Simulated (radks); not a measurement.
# The first electron to leave Ga⁹⁺

Ga⁹⁺ stands in [Ar] 3d4. From which sub-shell is an electron easiest to take? Each removal is a run of its own. The parent's configuration is the lowest that an earlier search found at this level.

The numbers are computed with radks (a radial shooting solver on a logarithmic mesh, Libxc functionals) version 1 (scalar-relativistic Kohn-Sham, BLYP, spin-polarised, spherical densities, finite nucleus; open shells are filled with parallel spins first), except any that are marked as measured or tabulated.

1 further run of the same task is left out (set aside as unsound or not needed).

## 1. The atom as given

```
element            : gallium (Z = 31)
charge             : +9
electrons          : 22
configuration      : [Ar] 3d4
nuclear rms radius : 3.9973 fm
```

The outer shells:

Ga⁹⁺
```
[Ar] core
3d [↑ ][↑ ][↑ ][↑ ][  ]
```

## 2. The parent, Ga⁹⁺

The parent was computed earlier with the same settings: E = -1913.281908 hartree. Its outer levels (eV):

```tsv
level	occupation	energy (eV)
2p up	3	-1335.5
2p down	3	-1332.2
3s up	1	-360.16
3s down	1	-352.84
3p up	3	-309.45
3p down	3	-302.17
3d up	4	-227.97
3d down	0	-220.23
```

## 3. Remove 3d: [Ar] 3d3

Settings of this run:

```text
Z 31
configuration [Ar] 3d3
relativity scalar-relativistic
functional b88,lyp
spin polarised
nucleus finite rms 3.9973 fm
c 137.035999084
```

## 4. Remove 3p: [Ne] 3s2 3p5 3d4

Changes since step 3:

```diff
@@ -1,3 +1,3 @@
 Z 31
-configuration [Ar] 3d3
+configuration [Ne] 3s2 3p5 3d4
 relativity scalar-relativistic
```

## 5. Remove 3s: [Ne] 3s1 3p6 3d4

Settings of this run:

```text
Z 31
configuration [Ne] 3s1 3p6 3d4
relativity scalar-relativistic
functional b88,lyp
spin polarised
nucleus finite rms 3.9973 fm
c 137.035999084
```

## 6. Remove 2p: [He] 2s2 2p5 3s2 3p6 3d4

Settings of this run:

```text
Z 31
configuration [He] 2s2 2p5 3s2 3p6 3d4
relativity scalar-relativistic
functional b88,lyp
spin polarised
nucleus finite rms 3.9973 fm
c 137.035999084
```

What does the calculation give? Wanted: for each run, case; final configuration; Δ-SCF; −ε of the level emptied.

**Answer**, as computed:

```tsv
case	final configuration	Δ-SCF (eV)	−ε of the level emptied (eV)
remove 3d	[Ar] 3d3	245.33	227.97
remove 3p	[Ne] 3s2 3p5 3d4	318.41	302.17
remove 3s	[Ne] 3s1 3p6 3d4	369.15	352.84
remove 2p	[He] 2s2 2p5 3s2 3p6 3d4	1376.5	1332.2
```

In words: The 3d electron leaves first, at 245.33 eV; the next cheapest, 3p, costs 318.41 eV. 3d is also the highest occupied level of the parent. NIST lists 244 eV (theoretical), between the same two configurations. Open shells are spherical and high-spin; term and fine-structure splittings are not resolved.
